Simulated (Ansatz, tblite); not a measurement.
# The cluster Cu3Cl4−: a ladder of methods and basis sets

How do method and basis change the picture of the cluster Cu3Cl4− (singlet)?

Program: Ansatz 0.2.0, Gaussian basis. Level of theory: as each input shows. These are calculated values, not measurements.

The runs, in order: GFN1-xTB, GFN2-xTB, PBE-D4/def2-TZVPD, r2SCAN-D4/def2-TZVPD, B2PLYP/def2-TZVPD, B3LYP-D4/def2-TZVPD, HF/STO-3G, MP2/def2-TZVPD, RPA/def2-TZVPD.

6 further runs of the same task are left out: 1 that didn't finish, 5 set aside as unsound or not needed.

## Step 1: The relaxed structure

The singlet was relaxed beforehand with PBE-D4/def2-SVPD. At that level it is the lowest of the isomers that a small search found.

7 atoms, charge -1, spin multiplicity 1.

Bond lengths: Cu1–Cl5 2.205 Å, Cu1–Cl7 2.136 Å, Cu2–Cl5 2.205 Å, Cu2–Cl6 2.205 Å, Cu3–Cl4 2.136 Å, Cu3–Cl6 2.205 Å. Angles: Cl5–Cu1–Cl7 176.8°, Cl5–Cu2–Cl6 175.2°, Cl4–Cu3–Cl6 176.8°, Cu1–Cl5–Cu2 71.0°, Cu2–Cl6–Cu3 71.0°.

No spin-orbit coupling is included. The ion is computed in the gas phase, without counter-ions or solvent.

PBE0-D4/def2-TZVPD was run before; its log isn't repeated, and its numbers join the tables.

## Step 2: GFN1-xTB

Tight binding, by tblite at 300 K electronic temperature and without a spin-polarisation term:

```python
tblite.interface.Calculator('GFN1-xTB', numbers, positions, charge=-1, uhf=0).singlepoint()
```

Energy -845.4289 eV, HOMO -8.02 eV, LUMO -4.15 eV; 0.029 s.

## Step 3: GFN2-xTB

Tight binding, by tblite at 300 K electronic temperature and without a spin-polarisation term:

```python
tblite.interface.Calculator('GFN2-xTB', numbers, positions, charge=-1, uhf=0).singlepoint()
```

Energy -826.3913 eV, HOMO -6.95 eV, LUMO -0.82 eV; 0.045 s.

## Step 4: PBE-D4/def2-TZVPD

start.molden holds the orbitals of an earlier run on this state, given as this run's starting guess.

in.yaml reads:

```yaml
crystal:
  periodic: [false, false, false]
  atoms:
    - {symbol: Cu, position_ang: [-2.118245, 0.151487, 1.272607]}
    - {symbol: Cu, position_ang: [-0.246507, 0.151589, -0.477978]}
    - {symbol: Cu, position_ang: [2.218305, -0.212969, -1.078079]}
    - {symbol: Cl, position_ang: [3.253755, -2.057051, -1.375930]}
    - {symbol: Cl, position_ang: [-1.806465, -1.393416, -0.269995]}
    - {symbol: Cl, position_ang: [1.232768, 1.746014, -0.842926]}
    - {symbol: Cl, position_ang: [-2.533611, 1.614345, 2.772301]}
basis:
  gaussian: {orbitals: def2-TZVPD, initial_orbitals: start.molden}
total_charge: -1
hamiltonian: {xc: pbe, dispersion: d4}
scf: {omitted_lower_state_checks: [starts]}
output: {forces: true, orbitals: {seedname: orbitals}}
```

Started as:

```console
$ ansatz run in.yaml --threads 4 --pin off --events-out ev --progress --plain --max-ram 4787MiB
```

The log of the run:

```text
Functional definition: PBE
  name "PBE"
  cite "Perdew, Burke & Ernzerhof, Phys. Rev. Lett. 77, 3865 (1996) doi:10.1103/PhysRevLett.77.3865"
  parent pbe
  parameter kappa = 0.804
  parameter beta = 0.06672455060314922
  exchange = pbe_x(kappa = kappa, mu = beta*pi^2/3)
  correlation = pbe_c(beta = beta)
these checks for a lower state are left out or cut short: starts
2527 factors; their error is unknown
mean field evaluation 1: about -183986.6216 eV, gradient 2.1e1 eV
mean field evaluation 2: about -183987.0339 eV, gradient 6.1e-1 eV
mean field evaluation 4: about -183986.9853 eV, gradient 1.0e-1 eV
mean field -183986.98534316 eV, -6761.3970005034 hartree, gradient 8.2e-5 eV, S^2 0.000000; 0 other end points of the search recorded, 0 dependent functions left out
the calculation of the forces begins
reference -183986.98541583 eV, -6761.3970031738 hartree; 78, 78 occupied and 250, 250 virtual orbitals, 2527 factors
Total energy: -183987.33213538 eV, -6761.4097448823 hartree
Atom 0 at    -2.118245     0.151487     1.272607 Å, force    -0.104356     0.041330     0.076913 eV/Å
Atom 1 at    -0.246507     0.151589    -0.477978 Å, force    -0.022599     0.013816    -0.044211 eV/Å
Atom 2 at     2.218305    -0.212969    -1.078079 Å, force     0.110944    -0.045052    -0.064071 eV/Å
Atom 3 at     3.253755    -2.057051    -1.375930 Å, force    -0.148869     0.290923     0.049662 eV/Å
Atom 4 at    -1.806465    -1.393416    -0.269995 Å, force     0.140788     0.384582     0.189856 eV/Å
Atom 5 at     1.232768     1.746014    -0.842926 Å, force    -0.034136    -0.450411     0.016880 eV/Å
Atom 6 at    -2.533611     1.614345     2.772301 Å, force     0.058228    -0.235188    -0.225029 eV/Å
Dipole moment:    -0.228561     0.140497    -0.442961 e Å
Checks for a lower state left out: starts
```

Wall time 16 s (4 threads of Intel Xeon at 2.50GHz, shared host); peak memory 0.88 GiB.

Report: HOMO -2.17 eV, LUMO 0.97 eV.

## Step 5: r2SCAN-D4/def2-TZVPD

in.yaml: that of step 4 with these lines changed.

```diff
@@ -13,4 +13,4 @@
 total_charge: -1
-hamiltonian: {xc: pbe, dispersion: d4}
+hamiltonian: {xc: r2scan, dispersion: d4}
 scf: {omitted_lower_state_checks: [starts]}
-output: {forces: true, orbitals: {seedname: orbitals}}
+output: {orbitals: {seedname: orbitals}}
```

Same command.

The log of the run:

```text
Functional definition: r2SCAN
  name "r2SCAN"
  cite "Furness, Kaplan, Ning, Perdew & Sun, J. Phys. Chem. Lett. 11, 8208 (2020) doi:10.1021/acs.jpclett.0c02405"
  cite "Furness, Kaplan, Ning, Perdew & Sun, J. Phys. Chem. Lett. 11, 9248 (2020) doi:10.1021/acs.jpclett.0c03077"
  parent r2scan
  parameter k0 = 0.174
  parameter k1 = 0.065
  parameter a1 = 4.9479
  exchange = r2scan_x(k0 = k0, k1 = k1, a1 = a1)
  correlation = r2scan_c
these checks for a lower state are left out or cut short: starts
2527 factors; their error is unknown
mean field evaluation 1: about -184022.9715 eV, gradient 1.4e1 eV
mean field evaluation 2: about -184023.1237 eV, gradient 3.4e-1 eV
mean field evaluation 4: about -184023.0785 eV, gradient 2.0e-1 eV
mean field evaluation 8: about -184023.0786 eV, gradient 1.9e-5 eV
mean field -184023.07856517 eV, -6762.7234019473 hartree, gradient 1.9e-5 eV, S^2 0.000000; 0 other end points of the search recorded, 0 dependent functions left out
reference -184023.07859481 eV, -6762.7234030365 hartree; 78, 78 occupied and 250, 250 virtual orbitals, 2527 factors
Total energy: -184023.16445055 eV, -6762.7265581769 hartree
Checks for a lower state left out: starts
```

Wall time 28 s (4 threads of Intel Xeon at 2.50GHz, shared host); peak memory 0.94 GiB.

From the report: HOMO -2.30 eV, LUMO 1.21 eV.

## Step 6: B2PLYP/def2-TZVPD

in.yaml: that of step 5 with these lines changed.

```diff
@@ -13,4 +13,4 @@
 total_charge: -1
-hamiltonian: {xc: r2scan, dispersion: d4}
+hamiltonian: {xc: {name: B2PLYP}}
+correlation: {frozen_orbitals: {Cl: 5, Cu: 9}}
 scf: {omitted_lower_state_checks: [starts]}
-output: {orbitals: {seedname: orbitals}}
```

Launched as before.

The log of the run, shortened:

```text
Functional definition: B2PLYP
  name "B2PLYP"
  cite "Grimme, J. Chem. Phys. 124, 034108 (2006) doi:10.1063/1.2148954"
  cite "Becke, Phys. Rev. A 38, 3098 (1988) doi:10.1103/PhysRevA.38.3098"
  cite "Lee, Yang & Parr, Phys. Rev. B 37, 785 (1988) doi:10.1103/PhysRevB.37.785"
[...]
2498 factors; integrals over basis functions are off by at most 8.6e-4 eV
[...]
mean field -183969.08967182 eV, -6760.7393467117 hartree, gradient 5.9e-6 eV, S^2 0.000000; 0 other end points of the search recorded, 0 dependent functions left out
47 core orbitals not correlated: weight in the atoms' cores, before any rotation towards them, 1.000 or more for the frozen orbitals, at most 0.000 for the correlated occupied ones
reference -183969.08987998 eV, -6760.7393543614 hartree; 31, 31 occupied and 250, 250 virtual orbitals, 2498 factors
second order -71.11576219 eV of doubles, -0.00000000 eV of singles
Total energy: -183988.29113577 eV, -6761.4449874967 hartree
Checks for a lower state left out: starts
```

It took 52 s on 4 threads of Intel Xeon at 2.50GHz, shared host; peak memory 1.6 GiB.

## Step 7: B3LYP-D4/def2-TZVPD

in.yaml: that of step 6 with these lines changed.

```diff
@@ -13,4 +13,4 @@
 total_charge: -1
-hamiltonian: {xc: {name: B2PLYP}}
-correlation: {frozen_orbitals: {Cl: 5, Cu: 9}}
+hamiltonian: {xc: {name: B3LYP}, dispersion: d4}
 scf: {omitted_lower_state_checks: [starts]}
+output: {orbitals: {seedname: orbitals}}
```

Same command.

The log of the run, shortened:

```text
Functional definition: B3LYP
  name "B3LYP"
  cite "Stephens, Devlin, Chabalowski & Frisch, J. Phys. Chem. 98, 11623 (1994) doi:10.1021/j100096a001"
  cite "Becke, Phys. Rev. A 38, 3098 (1988) doi:10.1103/PhysRevA.38.3098"
  cite "Lee, Yang & Parr, Phys. Rev. B 37, 785 (1988) doi:10.1103/PhysRevB.37.785"
  cite "Vosko, Wilk & Nusair, Can. J. Phys. 58, 1200 (1980) doi:10.1139/p80-159"
[...]
2798 factors; their error is unknown
[...]
mean field -184032.47814955 eV, -6763.0688303021 hartree, gradient 1.4e-5 eV, S^2 0.000000; 0 other end points of the search recorded, 0 dependent functions left out
reference -184032.47847579 eV, -6763.0688422912 hartree; 78, 78 occupied and 250, 250 virtual orbitals, 2798 factors
Total energy: -184033.04658477 eV, -6763.0897199111 hartree
Checks for a lower state left out: starts
```

It took 39 s on 4 threads of Intel Xeon at 2.50GHz, shared host; peak memory 2.1 GiB.

Report: HOMO -3.49 eV, LUMO 1.53 eV.

## Step 8: HF/STO-3G

in.yaml: that of step 7 with these lines changed.

```diff
@@ -11,5 +11,5 @@
 basis:
-  gaussian: {orbitals: def2-TZVPD, initial_orbitals: start.molden}
+  gaussian: {orbitals: STO-3G}
 total_charge: -1
-hamiltonian: {xc: {name: B3LYP}, dispersion: d4}
+hamiltonian: {xc: hf}
 scf: {omitted_lower_state_checks: [starts]}
```

Launched as before.

The log of the run:

```text
Functional definition: HF
  name "HF"
  cite "Fock, Z. Phys. 61, 126 (1930) doi:10.1007/BF01340294"
  parent pbe
  exchange = exact_x
  correlation = 0
these checks for a lower state are left out or cut short: starts
853 factors; integrals over basis functions are off by at most 5.2e-4 eV
mean field evaluation 1: about -181121.8878 eV, gradient 3.8e2 eV
mean field evaluation 2: about -181122.5577 eV, gradient 3.8e2 eV
mean field evaluation 4: about -180685.1571 eV, gradient 4.4e2 eV
mean field evaluation 8: about -181703.6053 eV, gradient 8.4e1 eV
mean field evaluation 16: about -181755.2146 eV, gradient 2.3e0 eV
mean field evaluation 32: about -181755.5468 eV, gradient 2.6e-2 eV
mean field -181755.54689109 eV, -6679.3931499130 hartree, gradient 7.7e-6 eV, S^2 0.000000; 0 other end points of the search recorded, 0 dependent functions left out
reference -181755.54689109 eV, -6679.3931499130 hartree; 78, 78 occupied and 12, 12 virtual orbitals, 853 factors
Total energy: -181755.54689109 eV, -6679.3931499130 hartree
Checks for a lower state left out: starts
```

Wall time 18 s (4 threads of Intel Xeon at 2.50GHz, shared host).

HOMO 1.79 eV, LUMO 6.16 eV. Doubts: highest occupied level lies above zero.

## Step 9: MP2/def2-TZVPD

in.yaml: that of step 8 with these lines changed.

```diff
@@ -11,5 +11,5 @@
 basis:
-  gaussian: {orbitals: STO-3G}
+  gaussian: {orbitals: def2-TZVPD, initial_orbitals: start.molden}
 total_charge: -1
-hamiltonian: {xc: hf}
+correlation: {method: mp2, frozen_orbitals: {Cl: 5, Cu: 9}}
 scf: {omitted_lower_state_checks: [starts]}
```

Launched as before.

The log of the run:

```text
Functional definition: HF
  name "HF"
  cite "Fock, Z. Phys. 61, 126 (1930) doi:10.1007/BF01340294"
  parent pbe
  exchange = exact_x
  correlation = 0
these checks for a lower state are left out or cut short: starts
2498 factors; integrals over basis functions are off by at most 8.6e-4 eV
mean field evaluation 1: about -183815.3327 eV, gradient 5.9e1 eV
mean field evaluation 2: about -183818.1966 eV, gradient 4.2e0 eV
mean field evaluation 4: about -183819.3530 eV, gradient 3.3e0 eV
mean field evaluation 8: about -183819.3879 eV, gradient 2.1e-3 eV
mean field -183819.38792488 eV, -6755.2379089830 hartree, gradient 2.8e-6 eV, S^2 0.000000; 0 other end points of the search recorded, 0 dependent functions left out
47 core orbitals not correlated: weight in the atoms' cores, before any rotation towards them, 1.000 or more for the frozen orbitals, at most 0.000 for the correlated occupied ones
reference -183819.38792488 eV, -6755.2379089830 hartree; 31, 31 occupied and 250, 250 virtual orbitals, 2498 factors
second order -57.14884540 eV of doubles, -0.00000000 eV of singles
Total energy: -183876.53677027 eV, -6757.3380903144 hartree
Checks for a lower state left out: starts
```

Wall time 43 s (4 threads of Intel Xeon at 2.50GHz, shared host); peak memory 1.6 GiB.

Hartree-Fock HOMO -7.39 eV, LUMO 3.68 eV.

## Step 10: RPA/def2-TZVPD

in.yaml: that of step 9 with these lines changed.

```diff
@@ -13,4 +13,4 @@
 total_charge: -1
-correlation: {method: mp2, frozen_orbitals: {Cl: 5, Cu: 9}}
+hamiltonian: {xc: pbe}
+correlation: {method: rpa, frozen_orbitals: {Cl: 5, Cu: 9}}
 scf: {omitted_lower_state_checks: [starts]}
-output: {orbitals: {seedname: orbitals}}
```

Same command.

The log of the run, shortened:

```text
Functional definition: PBE
  name "PBE"
  cite "Perdew, Burke & Ernzerhof, Phys. Rev. Lett. 77, 3865 (1996) doi:10.1103/PhysRevLett.77.3865"
  parent pbe
[...]
2498 factors; integrals over basis functions are off by at most 8.6e-4 eV
[...]
mean field -183986.98531648 eV, -6761.3969995230 hartree, gradient 3.2e-6 eV, S^2 0.000000; 0 other end points of the search recorded, 0 dependent functions left out
47 core orbitals not correlated: weight in the atoms' cores, before any rotation towards them, 1.000 or more for the frozen orbitals, at most 0.000 for the correlated occupied ones
reference -183813.93942741 eV, -6755.0376803942 hartree; 31, 31 occupied and 250, 250 virtual orbitals, 2498 factors
Total energy: -183892.07904916 eV, -6757.9092585287 hartree
Checks for a lower state left out: starts
```

Run time: 36 s. Hardware: 4 threads of Intel Xeon at 2.50GHz, shared host; peak memory 1.3 GiB.

## Step 11: Comparison

```csv
level,functions,HOMO (eV),LUMO (eV),gap (eV),time
HF/STO-3G,90,1.79,6.16,4.36,18 s
PBE-D4/def2-TZVPD,328,-2.17,0.97,3.13,16 s
r2SCAN-D4/def2-TZVPD,328,-2.30,1.21,3.52,28 s
B3LYP-D4/def2-TZVPD,328,-3.49,1.53,5.03,39 s
PBE0-D4/def2-TZVPD,328,-3.73,1.79,5.52,53 s
```

The pieces so far (eV):

```csv
basis,HF,MP2 correlation,total
def2-TZVPD,-183819.3879,-57.1488,-183876.5368 (MP2)
```

## Step 12: Outcome

```
                                                  quantity                                value
gap in def2-TZVPD, named functionals, smallest and largest  3.13 eV (PBE-D4), 5.52 eV (PBE0-D4)
                        correlation energy, MP2/def2-TZVPD                            -57.15 eV
```

Orbital gaps of the named functionals in def2-TZVPD span 3.13 eV (PBE-D4) to 5.52 eV (PBE0-D4); exact exchange widens it.

The slowest run with a step of its own, B2PLYP/def2-TZVPD, took 52 s; the quickest functional in def2-TZVPD took 16 s (shared host).
